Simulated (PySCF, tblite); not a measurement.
# C₇H₉F₂ radical: geometry, infrared bands and EPR parameters

Wanted: the infrared bands and EPR parameters of C₇H₉F₂ radical (`[CH2][C@H](/C=C/F)/C(C)=C/F`), by calculation.

Programs: tblite 0.8.0 and PySCF 2.14.0, with density-fitted response routines of our own. Each step states its level of theory. These are calculated values for one molecule in the gas phase, unless marked as measured. Atoms are numbered from 0 throughout.

**1. The molecule as given**

18 atoms, charge 0, multiplicity 2; geometry from: force field or distance geometry start.

Bonds of the start (Å): C0–C1 1.49, C1–C2 1.51, C2–C3 1.34, C3–F4 1.36, C1–C5 1.52, C5–C6 1.51, C5–C7 1.35, C7–F8 1.35, C0–H9 1.08, C0–H10 1.10, C1–H11 1.09, C2–H12 1.10, C3–H13 1.08, C6–H14 1.09, C6–H15 1.08, C6–H16 1.10, C7–H17 1.07.

**2. Optimising the geometry with GFN2-xTB**

Job settings and geometry (Å):

```
{"job": {"kind": "relax", "xc": "GFN2-xTB", "basis": "xTB"}, "charge": 0, "multiplicity": 2}
C     -0.756700     1.878400    -0.278300
C     -0.423100     0.428200    -0.351900
C     -1.403400    -0.391300     0.445400
C     -2.227600    -1.289900    -0.104900
F     -3.096500    -1.992900     0.668400
C      0.991600     0.125500     0.121700
C      1.703300    -0.978500    -0.613700
C      1.611900     0.790000     1.124400
F      2.867200     0.494700     1.509100
H     -0.048200     2.620900    -0.603300
H     -1.807200     2.189900    -0.230600
H     -0.490700     0.154100    -1.404500
H     -1.472800    -0.220000     1.525300
H     -2.293600    -1.582900    -1.138900
H      2.708000    -1.154000    -0.222300
H      1.792400    -0.732100    -1.660100
H      1.143100    -1.914400    -0.515900
H      1.193400     1.580600     1.718500
```

Command:

```sh
> OMP_NUM_THREADS=1 python probes_run.py task.json out
```

This one command runs all jobs of the session in turn.

**Question.** This job is followed by: GFN2-xTB harmonic vibrations, gas phase; UKS B3LYP, pcH-1 on C F H, non-relativistic, mean-field spin-orbit, GIAO. What will the session give for the following? strongest single infrared mode (GFN2-xTB); zero-point energy (GFN2-xTB); g(iso) (B3LYP); ⟨S²⟩; largest a(iso) (averaged by class); potential on the surface of density 0.002 e/bohr³, 1st and 99th percentile.

The runs gave:

```
                                                                  quantity                  value
                                 strongest single infrared mode (GFN2-xTB)  1103 cm⁻¹, 169 km/mol
                                              zero-point energy (GFN2-xTB)          85.0 kcal/mol
                                                            g(iso) (B3LYP)                2.00264
                                                                      ⟨S²⟩     0.754 (exact 0.75)
                                        largest a(iso) (averaged by class)   1H on H11, 105.5 MHz
potential on the surface of density 0.002 e/bohr³, 1st and 99th percentile     -0.81 V and 1.25 V
```

What this shows: Over 86 steps the energy fell by 0.130 eV; of the close pairs, C5–C7 changed most, 1.353 to 1.323 Å. No mode is imaginary among the 48: a minimum at this level. The strongest single mode, at 1103 cm⁻¹, is carried by C7, F8, H17. GFN2-xTB is a fitted tight-binding method: band positions and strengths are rough. Its intensities can rank the bands wrongly. Most of the unpaired spin sits on C0 (1.07 e). The isotropic g lies 0.3 ppt above the free-electron value. These values are for one conformer; the search (at its own cheap level) found 2 more, at 0.25, 0.26 kcal/mol, and measured spectra average over such forms.
